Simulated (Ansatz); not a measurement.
# CH₉AlSi₂: basis-set convergence

One table from this session's results is given with a row withheld; the runs are named, their logs left out.

Program: Ansatz 0.2.0, Gaussian basis. Level of theory: one geometry, several basis sets. These are calculated values, not measurements.

Levels to be run: PBE0-D4/def2-SVP; ωB97M-V/def2-SVP; PBE0-D4/def2-QZVPP; ωB97M-V/def2-QZVPP; the functionals' def2-TZVPP values are taken from earlier runs.

## The relaxed structure

The geometry comes from an earlier relaxation with PBE0-D4 in a triple-zeta def2 set; it is a stationary point, not always the lowest conformer.

SMILES `[CH3][Al]([SiH3])[SiH3]`, 13 atoms, charge 0, spin multiplicity 1.

Atoms are counted from 1 here; the program's logs count them from 0.

Bond lengths: C1–Al2 1.956 Å, C1–H5 1.092 Å, C1–H6 1.096 Å, C1–H7 1.095 Å, Al2–Si3 2.464 Å, Al2–Si4 2.462 Å, Si3–H8 1.491 Å, Si3–H9 1.494 Å, Si3–H10 1.494 Å, Si4–H11 1.492 Å, Si4–H12 1.493 Å, Si4–H13 1.493 Å. Angles: Al2–C1–H5 113.4°, Al2–C1–H6 110.2°, Al2–C1–H7 110.6°, H5–C1–H6 108.0°, H5–C1–H7 108.2°, H6–C1–H7 106.2°, C1–Al2–Si3 118.5°, C1–Al2–Si4 122.5°, Si3–Al2–Si4 119.0°, Al2–Si3–H8 113.6°, Al2–Si3–H9 111.0°, Al2–Si3–H10 111.1°, H8–Si3–H9 107.1°, H8–Si3–H10 107.2°, H9–Si3–H10 106.5°, Al2–Si4–H11 114.1°, Al2–Si4–H12 110.7°, Al2–Si4–H13 110.7° and more.

Set-up of the first run:

Contents of in.yaml:

```yaml
crystal:
  periodic: [false, false, false]
  atoms:
    - {symbol: C, position_ang: [-0.781212, 1.807703, -0.883549]}
    - {symbol: Al, position_ang: [-0.094595, 0.148480, -0.108264]}
    - {symbol: Si, position_ang: [1.646512, 0.295773, 1.629223]}
    - {symbol: Si, position_ang: [-0.909836, -2.069653, -0.798070]}
    - {symbol: H, position_ang: [-1.525818, 1.645220, -1.665536]}
    - {symbol: H, position_ang: [-1.237827, 2.428285, -0.104342]}
    - {symbol: H, position_ang: [0.035987, 2.401020, -1.307845]}
    - {symbol: H, position_ang: [2.093618, -1.031275, 2.140178]}
    - {symbol: H, position_ang: [1.164016, 1.080476, 2.805135]}
    - {symbol: H, position_ang: [2.858821, 1.001330, 1.115723]}
    - {symbol: H, position_ang: [-1.962327, -2.030131, -1.854313]}
    - {symbol: H, position_ang: [-1.479406, -2.807998, 0.368136]}
    - {symbol: H, position_ang: [0.212467, -2.903931, -1.321576]}
basis:
  gaussian: {orbitals: def2-SVP}
hamiltonian: {xc: pbe0, dispersion: d4}
output: {orbitals: {seedname: orbitals}}
```

Steps of the session up to this table: PBE0-D4 in def2-SVP; ωB97M-V in def2-SVP; PBE0-D4 in def2-QZVPP; ωB97M-V in def2-QZVPP.

One of the session's tables, all rows but one given; the rest of the session is left out.

It belongs to the step «Density functionals: the series». 

```
functional       basis  HOMO (eV)  LUMO (eV)
   PBE0-D4    def2-SVP      -7.10      -2.07
   PBE0-D4  def2-TZVPP      -7.06      -2.07
   PBE0-D4  def2-QZVPP      -7.06      -2.07
   ωB97M-V    def2-SVP      -8.98      -0.39
   ωB97M-V  def2-TZVPP          ?          ?
   ωB97M-V  def2-QZVPP      -8.98      -0.49
```

Estimate the missing values for ωB97M-V, def2-TZVPP.

**Answer.** HOMO (eV): -8.97; LUMO (eV): -0.43. In the column «HOMO (eV)» it lies between ωB97M-V, def2-QZVPP (-8.98) and PBE0-D4, def2-SVP (-7.10).
